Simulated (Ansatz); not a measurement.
This script drives the Ansatz DFT code, driven from Python.

Script `c2h3al2nte.py`:
```python
"""Relax the C2H3Al2NTe molecule."""

import warnings

import ansatz as az
import numpy as np
import pandas as pd

GEOMETRY = """
N     1.34830   -2.89400   -0.15810
C     0.86730   -1.52010   -0.18280
C     0.46890   -0.36860   -0.20610
Al   -0.01970    1.48690   -0.21250
Al   -1.77850    3.14950    0.77280
Te   -0.77340    3.58610   -1.54480
H     2.32210   -3.07250    0.05030
H     0.66270   -3.59950   -0.38390
H    -3.00920    3.18600    1.84800
"""

warnings.simplefilter("ignore", az.DeckWarning)

molecule = az.Crystal.molecule()
for line in GEOMETRY.strip().splitlines():
    symbol, *xyz = line.split()
    molecule = molecule.atom(symbol, [float(v) for v in xyz])

model = molecule.calculation().basis(gaussian="def2-SVP").functional("r2scan")
symbols = [site.symbol for site in molecule.cartesian_sites]
start = np.array([site.position_ang for site in molecule.cartesian_sites], dtype=float)
def progress(event):
    if event["event"] == "relax_step":
        row = event["data"]
        print(f"step {row['step']:3d}  E = {row['lagrangian_ev']:.6f} eV  max force {row['allowed_force_max_ev_ang']:.4f} eV/A")


rep = model.relax(force_tolerance=0.02).session().plan().execute(on_event=progress).report
end = np.array(rep["positions_ang"])

print("reference energy %16.6f eV" % rep["reference_energy_ev"])
print("total energy     %16.6f eV" % rep["free_energy_ev"])
print("occupied (up, down):", rep["n_occupied"], " virtual:", rep["n_virtual"], " frozen:", rep["n_frozen"])

print("bond        before    after (A)")
for i, j in [(0, 1), (0, 6), (0, 7), (1, 2), (2, 3), (3, 4), (3, 5), (4, 5), (4, 8)]:
    d0, d1 = (np.linalg.norm(xyz[i] - xyz[j]) for xyz in (start, end))
    print(f"{symbols[i]}{i}-{symbols[j]}{j}".ljust(10), f"{d0:8.4f} {d1:8.4f}")
for i, j, k in [(1, 0, 6), (1, 0, 7), (6, 0, 7), (0, 1, 2), (1, 2, 3), (2, 3, 4), (2, 3, 5), (4, 3, 5)]:
    u, v = end[i] - end[j], end[k] - end[j]
    print(f"angle {symbols[i]}{i}-{symbols[j]}{j}-{symbols[k]}{k}: {np.degrees(np.arccos(np.clip(u @ v / np.linalg.norm(u) / np.linalg.norm(v), -1, 1))):.2f} deg")

charges = rep["charge_distribution"]
table = pd.DataFrame({"atom": symbols, "mulliken": charges["mulliken_charges_e"], "lowdin": charges["lowdin_charges_e"]})
print(table.round(3).to_string())
print("dipole (e A):", np.round(charges["dipole_moment_e_ang"], 4) + 0.0)
with open("c2h3al2nte_opt.xyz", "w") as handle:
    handle.write(f"{len(symbols)}\nrelaxed C2H3Al2NTe\n")
    handle.writelines(f"{s:2s} {x:11.6f} {y:11.6f} {z:11.6f}\n" for s, (x, y, z) in zip(symbols, end))
```

It is started by `python c2h3al2nte.py`. How long does it take on 1 thread of Arm Neoverse V1, on a shared host, and how much memory does it need?

It took about 3.1 min, with a peak of 0.3 GiB, for 1 run of the engine.

`python c2h3al2nte.py` gives:
```text
step   1  E = -24090.910652 eV  max force 5.6840 eV/A
step   2  E = -24091.608479 eV  max force 2.6040 eV/A
step   3  E = -24091.881376 eV  max force 0.7021 eV/A
step   4  E = -24092.002032 eV  max force 0.2868 eV/A
step   5  E = -24092.039086 eV  max force 1.1539 eV/A
step   6  E = -24092.074810 eV  max force 0.7858 eV/A
step   7  E = -24092.139687 eV  max force 0.2211 eV/A
step   8  E = -24092.110508 eV  max force 1.7906 eV/A
step   9  E = -24092.155289 eV  max force 0.2069 eV/A
step  10  E = -24092.166511 eV  max force 0.1661 eV/A
step  11  E = -24092.177167 eV  max force 0.1216 eV/A
step  12  E = -24092.179365 eV  max force 0.0922 eV/A
step  13  E = -24092.174813 eV  max force 0.8308 eV/A
step  14  E = -24092.180047 eV  max force 0.0472 eV/A
step  15  E = -24092.180143 eV  max force 0.0465 eV/A
step  16  E = -24092.180224 eV  max force 0.0146 eV/A
reference energy    -24092.180236 eV
total energy        -24092.180236 eV
occupied (up, down): [36, 36]  virtual: [83, 83]  frozen: 0
bond        before    after (A)
N0-C1        1.4559   1.3257
N0-H6        1.0117   1.0153
N0-H7        1.0093   1.0155
C1-C2        1.2187   1.2385
C2-Al3       1.9188   1.8692
Al3-Al4      2.6131   2.4225
Al3-Te5      2.5980   2.5868
Al4-Te5      2.5636   2.5699
Al4-H8       1.6346   1.5882
angle C1-N0-H6: 118.85 deg
angle C1-N0-H7: 118.92 deg
angle H6-N0-H7: 115.48 deg
angle N0-C1-C2: 178.20 deg
angle C1-C2-Al3: 177.73 deg
angle C2-Al3-Al4: 167.29 deg
angle C2-Al3-Te5: 131.07 deg
angle Al4-Al3-Te5: 61.63 deg
  atom  mulliken  lowdin
0    N    -0.123   0.226
1    C     0.193  -0.125
2    C    -0.544  -0.211
3   Al     0.384   0.027
4   Al     0.239   0.048
5   Te    -0.386   0.057
6    H     0.175   0.038
7    H     0.173   0.038
8    H    -0.112  -0.097
dipole (e A): [ 0.3454 -1.0087  0.2139]
```

File `c2h3al2nte_opt.xyz` afterwards:
```text
9
relaxed C2H3Al2NTe
N     1.384599   -2.833253   -0.384862
C     0.815900   -1.646359   -0.225500
C     0.269989   -0.540477   -0.112489
Al   -0.599958    1.099163    0.108189
Al   -2.013105    2.955614    0.760173
Te   -0.180821    3.406025   -0.984662
H     2.280542   -2.887453   -0.859493
H     1.211537   -3.557431    0.305640
H    -3.080183    3.957971    1.375905
```

Caveats:
- Total energies depend on the basis set; only differences at equal settings carry meaning.
- The end point is the stationary point reached from this start; no frequency run checks that it is a minimum, and the basis set is modest.
- def2 sets replace the cores of elements past krypton by effective core potentials.
- The Löwdin charges here are taken after orthogonalising the functions within each atom; they differ from plain Löwdin charges, and their signs can be unphysical.

(Lines on the test bed's own set-up are left out of the output.)
